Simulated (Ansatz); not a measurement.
CH4ClFOSSi, SMILES OC(F)(S)[SiH2]Cl, a single point from an input written key by key

Run with Ansatz 0.2.0, Python API.

The script, `deck_ch4clfossi.py`:
```python
"""Run CH4ClFOSSi from an input written out key by key."""

import logging
import sys

import ansatz as az
import numpy as np

logging.basicConfig(stream=sys.stdout, format="%(levelname)s:%(name)s:%(message)s")
log = logging.getLogger("calc")
log.setLevel(logging.INFO)

DECK = """
crystal:
  periodic: [false, false, false]
  atoms:
    - { symbol: O, position_ang: [-0.5075, -1.3424, 0.9013] }
    - { symbol: C, position_ang: [0.1231, -0.4732, -0.0454] }
    - { symbol: F, position_ang: [1.4076, -0.6296, 0.2667] }
    - { symbol: S, position_ang: [-0.041, -1.1208, -1.7202] }
    - { symbol: Si, position_ang: [-0.2608, 1.3558, -0.0766] }
    - { symbol: Cl, position_ang: [0.03, 2.1766, 1.8165] }
    - { symbol: H, position_ang: [0.1467, -1.468, 1.5724] }
    - { symbol: H, position_ang: [0.2436, -2.3725, -1.3956] }
    - { symbol: H, position_ang: [-1.6791, 1.6769, -0.3647] }
    - { symbol: H, position_ang: [0.6203, 2.1461, -0.9516] }
basis:
  gaussian: { orbitals: def2-SVP }
hamiltonian:
  xc: pbe0
output:
  forces: true
"""


def main() -> None:
    session = az.Session.from_yaml(DECK)
    data = session.plan(threads=1).execute().report

    for key in ("converged", "free_energy_ev", "reference_energy_ev", "n_frozen", "n_occupied", "n_virtual"):
        log.info(f"{key:22s} {data[key]}")
    symbols = ["O", "C", "F", "S", "Si", "Cl", "H", "H", "H", "H"]
    state = data["mean_field"]["state"]
    log.info(f"mean field: {state['energy']['hartree']:.7f} Ha, <S^2> = {abs(state['spin_squared']):.4f}, stability: {state.get('stability', {}).get('kind')}")

    log.info("forces (eV/A)")
    for symbol, f in zip(symbols, data["forces_ev_ang"]):
        log.info(f"  {symbol:2s} {f[0]:9.4f} {f[1]:9.4f} {f[2]:9.4f}")
    charges = data["charge_distribution"]
    print("dipole moment", round(4.803205 * float(np.linalg.norm(charges["dipole_moment_e_ang"])), 3), "D")
    print("Mulliken:", [(s, round(q, 3)) for s, q in zip(symbols, charges["mulliken_charges_e"])])


if __name__ == "__main__":
    main()
```

`python deck_ch4clfossi.py` gives:
```text
INFO:calc:converged              True
INFO:calc:free_energy_ev         -37070.669090859396
INFO:calc:reference_energy_ev    -37070.669090859396
INFO:calc:n_frozen               0
INFO:calc:n_occupied             [37, 37]
INFO:calc:n_virtual              [79, 79]
INFO:calc:mean field: -1362.3219617 Ha, <S^2> = 0.0000, stability: minimum
INFO:calc:forces (eV/A)
INFO:calc:  O    -1.2872    1.3775   -1.8706
INFO:calc:  C    -0.8574   -2.9145    0.6446
INFO:calc:  F     2.7490    0.6147    0.6099
INFO:calc:  S    -0.8906    0.7365   -0.9443
INFO:calc:  Si   -0.8608    1.7202    0.9767
INFO:calc:  Cl    0.1116   -0.2973   -0.0511
INFO:calc:  H     0.6932   -0.0323    0.8978
INFO:calc:  H     0.1606   -0.6737    0.3326
INFO:calc:  H    -0.0901   -0.2995   -0.2349
INFO:calc:  H     0.2716   -0.2317   -0.3607
dipole moment 1.199 D
Mulliken: [('O', -0.276), ('C', 0.028), ('F', -0.206), ('S', -0.044), ('Si', 0.58), ('Cl', -0.279), ('H', 0.178), ('H', 0.095), ('H', -0.04), ('H', -0.035)]
```

Reading the output:
- Total energies depend on the basis set; only differences at equal settings carry meaning.
- The geometry is a force-field or estimated start, not a minimum of this method, and the basis set is short of its limit.
- Wall time of the script: 5.8 s on 1 thread of Arm Neoverse V2, on a shared host, peak memory 0.32 GiB.
